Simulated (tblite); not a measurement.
# C5H11AsSi: the cost of one run

Computed with tblite 0.8.0 and PySCF 2.14.0, with density-fitted response routines of our own, on a single molecule in the gas phase. Atoms are numbered from 0 throughout.

## Step 1: The molecule as given

18 atoms, charge 0, multiplicity 1; geometry from: force field or distance geometry start.

Bonds of the start (Å): Si0–C1 1.86, C1–As2 1.99, As2–C3 1.99, C3–C4 1.51, C4–C5 1.50, C5–C6 1.51, C5–C3 1.54, C6–C3 1.51, Si0–H7 1.47, Si0–H8 1.47, Si0–H9 1.48, C1–H10 1.11, C1–H11 1.10, As2–H12 1.56, C4–H13 1.12, C4–H14 1.10, C5–H15 1.12, C6–H16 1.12, C6–H17 1.10.

## Step 2: Relaxing the molecule with GFN2-xTB

Job settings and geometry (Å):

```
{"job": {"kind": "relax", "xc": "GFN2-xTB", "basis": "xTB"}, "charge": 0, "multiplicity": 1}
Si    -3.111000    -0.376400     0.805500
C     -1.507000     0.421000     0.305200
As    -0.092600    -0.970100     0.222000
C      1.185600     0.270500    -0.670600
C      2.188400    -0.465500    -1.523800
C      2.613800    -0.007300    -0.158500
C      1.854300     1.213700     0.307700
H     -2.964700    -1.013100     2.124000
H     -3.491000    -1.384400    -0.195000
H     -4.168100     0.657600     0.885600
H     -1.224500     1.174500     1.071300
H     -1.623200     0.902900    -0.672200
H     -0.647100    -1.502500    -1.137400
H      2.610500     0.155200    -2.354600
H      2.048000    -1.553100    -1.625800
H      2.610900    -0.828400     0.603300
H      1.506100     1.160700     1.368100
H      2.202800     2.151200    -0.150400
```

On the command line:

```bash
$ OMP_NUM_THREADS=1 python probes_run.py task.json out
```

This one command runs all jobs of the session in turn.

Q: Estimate the wall time and peak memory of this first job on 1 thread of Arm Neoverse N1, shared host.

About 2.6 s, with a peak of 0.18 GiB.
